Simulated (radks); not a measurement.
**The Coulomb parameter U of the 4d shell of Zr²⁺**

An exercise on one series of results from a longer session: the logs are not shown, and one member is left open.

The numbers are computed with radks (a radial shooting solver on a logarithmic mesh, Libxc functionals) version 1 (Dirac Kohn-Sham, PBE, spin-unpolarised, spherical densities, finite nucleus; open shells are shared between the two j in proportion to 2j + 1), except any that are marked as measured or tabulated.

## What is computed

* element: zirconium (Z = 40)
* charge: +2
* electrons: 38
* configuration: [Kr] 4d1 5s1
* nuclear rms radius: 4.2694 fm

The outer shells:

Zr²⁺
```
[Kr] core
4d [↑ ][  ][  ][  ][  ]
5s [↑ ]
```

Set-up of the first run:

Input:

```text
Z 40
configuration [Kr] 4d1 5s1
relativity Dirac
functional pbe,pbe
spin unpolarised
j_filling average
nucleus finite rms 4.2694 fm
c 137.035999084
```

Steps of the session up to this table: Start: [Kr] 4d1 5s1.

One table of the session follows, with a row left open; its other results are not shown here.

It belongs to the step «Start: [Kr] 4d1 5s1». From the orbitals of this run (lengths in bohr):

| level | <r> | outermost maximum (interpolated) | 90 % within | nodes |
| --- | --- | --- | --- | --- |
| 3d3/2 | 0.4503 | 0.346 | 0.725 | 0 |
| 3d5/2 | 0.4539 | 0.349 | 0.730 | 0 |
| 4s1/2 | 1.205 | 1.08 | 1.75 | 3 |
| 4p1/2 | 1.329 | 1.16 | 1.97 | 2 |
| 4p3/2 | 1.358 | 1.18 | 2.01 | 2 |
| 4d3/2 | 1.912 | 1.51 | 2.99 | 1 |
| 4d5/2 | ? | ? | ? | ? |
| 5s1/2 | 3.099 | 2.80 | 4.46 | 4 |

Estimate the missing values for 4d5/2.

The run gave: <r>: 1.925; outermost maximum (interpolated): 1.52; 90 % within: 3.01; nodes: 1. In the column «<r>» it lies between 4d3/2 (1.912) and 5s1/2 (3.099).
